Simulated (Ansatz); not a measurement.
# Hf (P6_3/mmc): energy and pressure against volume

The task here is to estimate one member of a computed series from the others.

Program: Ansatz 0.2.0. Level of theory: DFT r²SCAN, scalar-relativistic, plane waves, PAW. These are calculated values, not measurements.

### Starting point

Symmetry: P6_3/mmc, No. 194, hexagonal system. Conventional cell: a = 3.198 Å, b = 3.198 Å, c = 5.051 Å, α = 90.00°, β = 90.00°, γ = 120.00°. Around Hf (site symmetry -6m2) lie 12 Hf at 3.13 to 3.20 Å.

Coordinates:

```cif
data_structure
_symmetry_space_group_name_H-M 'P6_3/mmc'
_symmetry_Int_Tables_number 194
_cell_length_a 3.1979
_cell_length_b 3.1979
_cell_length_c 5.0509
_cell_angle_alpha 90.000
_cell_angle_beta 90.000
_cell_angle_gamma 120.000
_cell_volume 44.73
loop_
_atom_site_label
_atom_site_type_symbol
_atom_site_symmetry_multiplicity
_atom_site_Wyckoff_symbol
_atom_site_fract_x
_atom_site_fract_y
_atom_site_fract_z
_atom_site_occupancy
Hf1 Hf 2 c 0.33333 0.66667 0.25000 1
```

This cell comes from an earlier session at r²SCAN: 22.366 Å³/atom at 0.00 GPa, on a 16×16×10 mesh.

Set-up of the first run:

Contents of input.yaml:

```yaml
crystal:
  lattice:
    - [3.1546607527, 0.0, 0.0]
    - [-1.5773303763, 2.7320163521, 0.0]
    - [0.0, 0.0, 4.9826833573]
  atoms:
    - { symbol: Hf, position: [0.3333333333, 0.6666666667, 0.25] }
    - { symbol: Hf, position: [0.6666666667, 0.3333333333, 0.75] }
basis:
  ecutwfc: 500
  ecutrho_ratio: 4
kpoints:
  mp_grid: { grid: [16, 16, 10] }
hamiltonian:
  xc: r2scan
scf:
  occupations: { method: gaussian, width: 0.05 }
output:
  forces: true
  stress: true
  eigenvalues: true
relax:
  f_tol: 0.01
  max_steps: 40
  cell: { stress_tol: 0.1, fix: [volume] }
```

On the command line:

```
> ansatz run input.yaml --threads 1 --pin off --max-ram 2560MiB --backend cpu --events-out ev --progress --plain --runs-dir out
```

Steps of the session up to this table: Volume × 0.96; Volume × 1.04; Volume × 0.92; Volume × 0.88; Volume × 0.84; Volume × 0.8; Volume × 0.76; Volume × 0.72.

One table of the session follows, with a row left open; its other results are not shown here.

It belongs to the step «The curve». 

```
volume (Å³/atom)  energy above the lowest (meV/atom)  pressure (GPa)
          16.104                               948.9            61.0
          16.999                               648.8            47.0
          17.893                               419.8            35.3
          18.788                               250.7            25.5
          19.683                               132.1            17.2
          20.577                                55.3            10.5
          21.472                                   ?               ?
          22.366                                 0.0             0.0
          23.261                                11.7            -4.1
```

**Question.** Estimate the row for volume (Å³/atom) = 21.472.

Worked estimate for «energy above the lowest (meV/atom)». A straight line through the neighbours (20.577, 55.3) and (22.366, 0.0) gives 55.3 + (0.0 − 55.3) × (21.472 − 20.577) / (22.366 − 20.577) = 27.6; a parabola fitted to 4 rows on both sides gives 12.9.

The run gave: energy above the lowest (meV/atom): 13.3; pressure (GPa): 4.8. In «energy above the lowest (meV/atom)» the line misses by +14.3 and the parabola by -0.4.

Limits of these values: The k mesh is not the same at all volumes. Other structures may be lower in enthalpy at these pressures.
